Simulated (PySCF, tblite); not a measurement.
**C₅H₁₄N₂OSi: geometry, infrared bands and NMR shifts**

What infrared bands and NMR shifts should C₅H₁₄N₂OSi (`C=C[Si@H](O)N(C)CCN`) show?

Computed with tblite 0.8.0 and PySCF 2.14.0, with density-fitted response routines of our own, on a single molecule in the gas phase. Atoms count from 0, in the outputs and in this text.

## Step 1: Starting geometry

23 atoms, charge 0, multiplicity 1; geometry from: force field or distance geometry start.

Bonds of the start (Å): C0–C1 1.34, C1–Si2 1.81, Si2–O3 1.64, Si2–N4 1.72, N4–C5 1.47, N4–C6 1.48, C6–C7 1.55, C7–N8 1.47, C0–H9 1.07, C0–H10 1.09, C1–H11 1.10, Si2–H12 1.49, O3–H13 0.97, C5–H14 1.09, C5–H15 1.10, C5–H16 1.09, C6–H17 1.09, C6–H18 1.10, C7–H19 1.10, C7–H20 1.10, N8–H21 1.02, N8–H22 1.04.

## Step 2: Optimising the geometry with GFN2-xTB

What the job is given:

```
{"job": {"kind": "relax", "xc": "GFN2-xTB", "basis": "xTB"}, "charge": 0, "multiplicity": 1}
C      3.616900     0.425900     0.022500
C      2.727700    -0.147400     0.845500
Si     0.961900     0.207800     1.014200
O      0.123900    -0.936400     1.841300
N      0.184800     0.231900    -0.518900
C      0.308200    -0.900700    -1.453300
C     -1.110900     0.917900    -0.743800
C     -2.382000     0.120800    -0.363200
N     -2.480400    -0.225600     1.060200
H      4.647200     0.126200     0.024100
H      3.309000     1.205500    -0.676600
H      3.067000    -0.931800     1.533600
H      0.723500     1.529100     1.653700
H     -0.827100    -0.922800     1.635900
H     -0.028000    -0.627000    -2.457800
H      1.355100    -1.213300    -1.549300
H     -0.262300    -1.765100    -1.108100
H     -1.190100     1.197300    -1.797500
H     -1.123600     1.874000    -0.191500
H     -2.435700    -0.805300    -0.948100
H     -3.268000     0.721100    -0.637000
H     -3.369800    -0.708900     1.217100
H     -2.552100     0.653700     1.607200
```

Launch:

```console
$ OMP_NUM_THREADS=1 python probes_run.py task.json out
```

This one command runs all jobs of the session in turn.

**Question.** This job is followed by: GFN2-xTB harmonic vibrations, gas phase; GIAO PBE0/pcSseg-1 NMR shielding, non-relativistic, gas phase. What will the session give for the following? strongest single infrared mode (GFN2-xTB); zero-point energy (GFN2-xTB); ¹³C shifts against TMS (PBE0/pcSseg-1); ¹H shifts against TMS (PBE0/pcSseg-1, means over atoms taken as alike); ²⁹Si shifts against TMS (PBE0/pcSseg-1); ¹⁷O shifts against H2O (PBE0/pcSseg-1); ¹⁵N shifts against NH3 (PBE0/pcSseg-1).

As calculated:

| quantity | value |
| --- | --- |
| strongest single infrared mode (GFN2-xTB) | 3107 cm⁻¹, 889 km/mol |
| zero-point energy (GFN2-xTB) | 118.8 kcal/mol |
| ¹³C shifts against TMS (PBE0/pcSseg-1) | 150.0, 141.2, 55.0, 48.4, 37.9 ppm |
| ¹H shifts against TMS (PBE0/pcSseg-1, means over atoms taken as alike) | 7.83, 6.45, 6.44, 6.00, 5.01, 3.19, 2.91, 2.66, 2.65, 2.58, 1.00 ppm |
| ²⁹Si shifts against TMS (PBE0/pcSseg-1) | -28.9 ppm |
| ¹⁷O shifts against H2O (PBE0/pcSseg-1) | 60.9 ppm |
| ¹⁵N shifts against NH3 (PBE0/pcSseg-1) | 45.4, 38.4 ppm |

What this shows: Over 177 steps the energy fell by 0.438 eV; of the close pairs, C1–Si2 changed most, 1.809 to 1.885 Å. No mode is imaginary among the 63: a minimum at this level. The strongest single mode, at 3107 cm⁻¹, moves mainly H13. GFN2-xTB is a fitted tight-binding method: band positions and strengths are rough. Its intensities can rank the bands wrongly. The most deshielded carbon is C1 (alkene CH), at 150.0 ppm: as expected for a trigonal carbon in a double bond.
